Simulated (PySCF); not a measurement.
# C4H6SSi: reorganisation energies

Wanted: reorganisation energies for C4H6SSi (`[SiH3]c1cccs1`).

Programs: PySCF 2.14.0, with routines of our own; each step states its level. All values are computed. Atoms count from 0.

## 1. The starting structure

12 atoms, charge 0, multiplicity 1; geometry from: GFN2-xTB.

## 2. Geometry optimisation at LC-wPBE/6-31G*

What the job is given:

```
{"job": {"xc": "LC-wPBE", "basis": "6-31G*", "grid": 1, "kind": "geom"}, "charge": 0, "multiplicity": 1}
Si     2.228196    -0.006321    -0.254954
C      0.357148    -0.054668    -0.159630
C     -0.467893     0.361673     0.844168
C     -1.839706     0.172081     0.574530
C     -2.052270    -0.390594    -0.642258
S     -0.580587    -0.696588    -1.473087
H      2.628183     0.809859    -1.403252
H      2.733490    -1.371811    -0.411682
H      2.704273     0.584724     0.995762
H     -0.097547     0.794482     1.756946
H     -2.628198     0.443323     1.253950
H     -2.983890    -0.646846    -1.106520
```

Run with:

```
$ OMP_NUM_THREADS=1 python excited_run.py task.json out
```

The driver reads the jobs from task.json and runs them one after another.

Standard output:

```text
step   0  E = -843.33151142  max force = 0.017221
step   1  E = -843.33288046  max force = 0.002964
step   2  E = -843.33298687  max force = 0.001791
step   3  E = -843.33306012  max force = 0.000801
step   4  E = -843.33305276  max force = 0.001369
step   5  E = -843.33307195  max force = 0.000303
optimisation converged
```

It took 57 s on 1 thread of Arm Neoverse V1, shared host; peak memory 0.57 GiB.

Relaxation path:

```tsv
step	energy from step 0 (eV)	largest force component (eV/Å)
0	0.0000	0.8855
1	-0.0373	0.1524
2	-0.0401	0.0921
3	-0.0421	0.0412
4	-0.0419	0.0704
5	-0.0425	0.0156
```

Distances of close pairs at the start and the end, largest changes first:

```tsv
bond	before (Å)	after (Å)	change (Å)
Si0–H8	1.463	1.484	+0.021
Si0–H6	1.464	1.485	+0.021
Si0–H7	1.464	1.485	+0.020
C1–S5	1.737	1.718	-0.019
C2–C3	1.411	1.423	+0.013
Si0–C1	1.874	1.862	-0.013
C4–S5	1.717	1.706	-0.011
C4–H11	1.072	1.082	+0.010
```

The next job starts from the end point, and lists it.

```tsv
at the end point	value
point group (found at 0.08 Å tolerance)	C1
rotational constants (GHz, main isotopes)	5.198, 1.757, 1.333
dipole moment (D)	1.10
```

## 3. Relaxation after adding or removing an electron (C₄H₆SSi+ (doublet)): UKS LC-wPBE/6-31G*

What the job is given:

```
{"job": {"kind": "ionopt", "ions": [1], "xc": "LC-wPBE", "basis": "6-31G*", "grid": 1}, "charge": 1, "multiplicity": 2}
Si     2.210712    -0.101802    -0.200624
C      0.349415    -0.122804    -0.177375
C     -0.454349     0.505032     0.735737
C     -1.844871     0.320670     0.493439
C     -2.072113    -0.449513    -0.603504
S     -0.613974    -0.948540    -1.336103
H      2.734873     0.691639    -1.341246
H      2.756611    -1.478397    -0.304800
H      2.663256     0.517550     1.069836
H     -0.062771     1.085042     1.565002
H     -2.632202     0.740004     1.109055
H     -3.026061    -0.752551    -1.015497
```

Method: UKS LC-wPBE/6-31G* geometry optimisation of the ion from the geometry of its parent, gas phase.

Standard output:

```text
step       E/Eh        max force   <S^2>
  0    -843.00201355   0.073329   0.7784
  1    -843.01429344   0.012304   0.7826
  2    -843.01554104   0.006656   0.7835
  3    -843.01559399   0.007901   0.7830
  4    -843.01592060   0.002557   0.7831
  5    -843.01593248   0.002503   0.7833
  6    -843.01598015   0.000736   0.7832
  7    -843.01598828   0.000386   0.7832
optimisation converged
```

It took 2.4 min on 1 thread of Arm Neoverse V1, shared host; peak memory 0.6 GiB.

From this job:

```tsv
quantity	value
geometry moved (RMSD)	0.062 Å
⟨S²⟩	0.783
```

Bonds of the start that changed most:

```tsv
bond	start (Å)	end (Å)
C1–C2	1.369	1.431
Si0–C1	1.862	1.921
C2–C3	1.423	1.369
C3–C4	1.359	1.414
Si0–H8	1.484	1.473
Si0–H7	1.484	1.475
```

Mulliken spin populations:

```tsv
atom	value (e)
Si0	-0.04
C1	0.56
C2	0.05
C3	-0.01
C4	0.57
S5	-0.14
H6	0.03
H7	0.02
H8	0.00
H9	0.00
H10	0.00
H11	-0.03
```

The fields below are evaluated on a grid from the run's orbitals.

ELF in a plane through or near 10 of the atoms.

Ten even steps from '0' (0.00) to '9' (1.00):
```
0000000000000000000000000000
0000000000000000000000000000
0000000000000000000000000000
0000000000002786100000000000
0000037861007999300011000000
0000499997009999500389500000
0000899999105999525899940000
0000699999202652676999950000
0000279976334744753499610000
0000023241585895643352000000
0000010774692452068851000000
0000134110686785454378730000
0000135532235741681399981000
0000024431004326285799991000
0000001100016852541179940000
0000000000016999830013200000
0000000000004788620000000000
0000000000001344200000000000
0000000000000000000000000000
0000000000000000000000000000
```
The map spans 11.1 Å across and 9.1 Å up, centred on the molecule. Atoms in the plane (x, y in Å): Si0 (-2.3, -0.1), C1 (-0.4, -0.2), C2 (0.5, 0.9), C3 (1.8, 0.6), C4 (2.0, -0.9), S5 (0.5, -1.7), H8 (-2.6, 1.3), H9 (0.2, 1.9), H10 (2.7, 1.2), H11 (2.9, -1.4).

log10 of the density (e/Å³) in the same plane.

Values, 10 rows by 14 columns:
```
-4.0 -4.0 -4.0 -4.0 -4.0 -4.0 -4.0 -4.0 -4.0 -4.0 -4.0 -4.0 -4.0 -4.0
-4.0 -4.0 -4.0 -3.8 -3.7 -3.9 -3.1 -2.8 -3.1 -4.0 -4.0 -4.0 -4.0 -4.0
-4.0 -4.0 -3.0 -2.2 -2.2 -2.5 -1.6 -0.9 -1.6 -2.4 -2.3 -2.9 -4.0 -4.0
-4.0 -3.2 -2.0 -0.6 -0.5 -1.4 -0.8  0.2 -0.3 -0.6 -0.2 -1.4 -3.1 -4.0
-4.0 -3.0 -1.7 -0.4 -0.2 -0.7 -0.4  0.3  0.3  1.5  0.0 -1.3 -3.0 -4.0
-4.0 -2.9 -1.6 -0.5  1.9 -0.1  1.0  0.2 -0.5  0.3 -0.2 -1.5 -3.0 -4.0
-4.0 -3.1 -1.8 -0.8 -0.6 -0.9 -0.3  0.2  0.1  0.4  0.3 -0.7 -2.6 -4.0
-4.0 -3.8 -2.8 -2.0 -1.9 -2.0 -0.7  0.1 -0.1 -1.0 -1.0 -1.6 -3.0 -4.0
-4.0 -4.0 -4.0 -3.5 -3.4 -2.9 -1.7 -1.0 -1.2 -2.1 -2.7 -3.2 -4.0 -4.0
-4.0 -4.0 -4.0 -4.0 -4.0 -4.0 -3.3 -2.9 -3.0 -3.6 -4.0 -4.0 -4.0 -4.0
```
The map spans 11.1 Å across and 9.1 Å up, centred on the molecule. Atoms in the plane (x, y in Å): Si0 (-2.3, -0.1), C1 (-0.4, -0.2), C2 (0.5, 0.9), C3 (1.8, 0.6), C4 (2.0, -0.9), S5 (0.5, -1.7), H8 (-2.6, 1.3), H9 (0.2, 1.9), H10 (2.7, 1.2), H11 (2.9, -1.4).

On the surface of density 0.002 e/bohr³ the electrostatic potential runs, from the 1st to the 99th percentile, from 3.63 to 5.82 V.

The spin density lies nearest to C1, C4 about 35 % each; S5 8 % (beta excess); C2 7 %.

## 4. Reorganisation energies: UKS LC-wPBE/6-31G*

Settings changed since step 3:

```diff
@@ -1,2 +1,2 @@
-{"job": {"kind": "ionopt", "ions": [1], "xc": "LC-wPBE", "basis": "6-31G*", "grid": 1}, "charge": 1, "multiplicity": 2}
+{"job": {"kind": "reorg", "ions": [1, -1], "xc": "LC-wPBE", "basis": "6-31G*", "grid": 1}, "charge": 0, "multiplicity": 1}
 Si     2.210712    -0.101802    -0.200624
```

With the program's defaults for keys left out, this is: UKS LC-wPBE/6-31G* four-point reorganisation energy, gas phase.

Standard output:

```text
final grid: 48280 points
cycle   1  E = -843.3032746440  dE =  1.171e+00  |g| = 2.590e-01  |ddm| = 3.426e+00
cycle   2  E = -843.3291847570  dE = -2.591e-02  |g| = 1.132e-01  |ddm| = 5.364e-01
cycle   3  E = -843.3319574769  dE = -2.773e-03  |g| = 6.117e-02  |ddm| = 1.679e-01
cycle   4  E = -843.3330188397  dE = -1.061e-03  |g| = 1.139e-02  |ddm| = 8.365e-02
cycle   5  E = -843.3330668960  dE = -4.806e-05  |g| = 2.857e-03  |ddm| = 2.510e-02
cycle   6  E = -843.3330708335  dE = -3.938e-06  |g| = 1.278e-03  |ddm| = 6.545e-03
cycle   7  E = -843.3330717337  dE = -9.001e-07  |g| = 4.123e-04  |ddm| = 2.740e-03
cycle   8  E = -843.3330719037  dE = -1.700e-07  |g| = 2.146e-04  |ddm| = 1.187e-03
cycle   9  E = -843.3330719445  dE = -4.089e-08  |g| = 8.714e-05  |ddm| = 6.414e-04
cycle  10  E = -843.3330719490  dE = -4.460e-09  |g| = 3.732e-05  |ddm| = 2.028e-04
cycle  11  E = -843.3330719499  dE = -8.788e-10  |g| = 5.816e-06  |ddm| = 1.003e-04
converged SCF energy = -843.3330719499

hole transfer: vertical 8.9408 eV, relaxation of the ion converged
  adiabatic 8.6283 eV, lambda(ion) 0.3125, lambda(parent) 0.3182, total 0.6307 eV

electron transfer: vertical -1.2790 eV, relaxation of the ion skipped
```

Run time: 23 s. Hardware: 1 thread of Arm Neoverse V1, shared host; peak memory 0.6 GiB.

## 5. Summary of results

| quantity | value |
| --- | --- |
| point group | C1 |
| rotational constants (main isotopes) | 5.20, 1.76, 1.33 GHz |
| geometry moved (RMSD) (step 3, UKS LC-wPBE/6-31G*) | 0.062 Å |
| hole reorganisation energy (step 4, UKS LC-wPBE/6-31G*) | 0.6307 eV |

**Reading.** The optimisation took 5 steps and gained 0.042 eV; among the close pairs (by a distance rule), Si0–H8 changed most, from 1.463 to 1.484 Å. In step 3 (relaxation after adding or removing an electron), among the bonds C1–C2 changes most, from 1.369 to 1.431 Å.
